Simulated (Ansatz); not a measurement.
**SnH2Cl radical (SMILES [Cl][SnH2]): one structure at several levels**

One table from this session's results is given with a row withheld; the runs are named, their logs left out.

Program: Ansatz 0.2.0, Gaussian basis. Level of theory: single points in def2-TZVPP. These are calculated values, not measurements.

Correlated methods freeze the cores. Filled d shells of the heavier atoms are correlated. Core potentials replace the inner electrons past krypton, and spin-orbit coupling is left out. Orbitals are unrestricted.

**Where the work starts**

SMILES `[Cl][SnH2]`, 4 atoms, charge 0, spin multiplicity 2.

Atoms are counted from 1 here; the program's logs count them from 0.

Bond lengths: Cl1–Sn2 2.475 Å, Sn2–H3 2.011 Å, Sn2–H4 1.948 Å. Angles: Cl1–Sn2–H3 104.4°, Cl1–Sn2–H4 106.0°, H3–Sn2–H4 102.7°.

Coordinates:

```xyz
4
charge 0, multiplicity 2
Cl   -2.08160    0.46200   -0.59450
Sn    0.32720   -0.10580   -0.56030
H     0.47360   -1.58040    0.79990
H     1.21820    1.38340    0.32360
```

Set-up of the first run:

Input file run/in.yaml:

```yaml
crystal:
  periodic: [false, false, false]
  atoms:
    - {symbol: Cl, position_ang: [-2.081600, 0.462000, -0.594500]}
    - {symbol: Sn, position_ang: [0.327200, -0.105800, -0.560300]}
    - {symbol: H, position_ang: [0.473600, -1.580400, 0.799900]}
    - {symbol: H, position_ang: [1.218200, 1.383400, 0.323600]}
basis:
  gaussian: {orbitals: def2-TZVPP}
magnetization: {spin_polarized: true, initial_magnetization: 1}
correlation: {method: ccsd_t}
scf: {omitted_lower_state_checks: [cluster_reference]}
output: {forces: true}
```

No record of the launch command was kept for these runs.

Among the steps run: CCSD(T)/def2-TZVPP; PBE0-D4/def2-TZVPP; wB97M-V/def2-TZVPP; r2SCAN-D4/def2-TZVPP; PBE-D4/def2-TZVPP; B97M-V/def2-TZVPP; r2SCAN0-D4/def2-TZVPP.

One of the session's tables, all rows but one given; the rest of the session is left out.

```
    method  RMS force component (eV/Å)  angle to CCSD(T) forces (°)  dipole (D)
   CCSD(T)                       1.122                    reference        2.89
   PBE0-D4                       1.036                          0.7        2.89
   wB97M-V                       1.137                          1.1        2.97
 r2SCAN-D4                       0.997                          1.4        2.80
    PBE-D4                       0.848                          3.6        2.62
    B97M-V                           ?                            ?           ?
r2SCAN0-D4                       1.111                          0.9        2.98
```

Q: Estimate the row for B97M-V from the others.

As computed: RMS force component (eV/Å): 0.930; angle to CCSD(T) forces (°): 1.7; dipole (D): 2.76. In the column «RMS force component (eV/Å)» it lies between PBE-D4 (0.848) and r2SCAN-D4 (0.997).
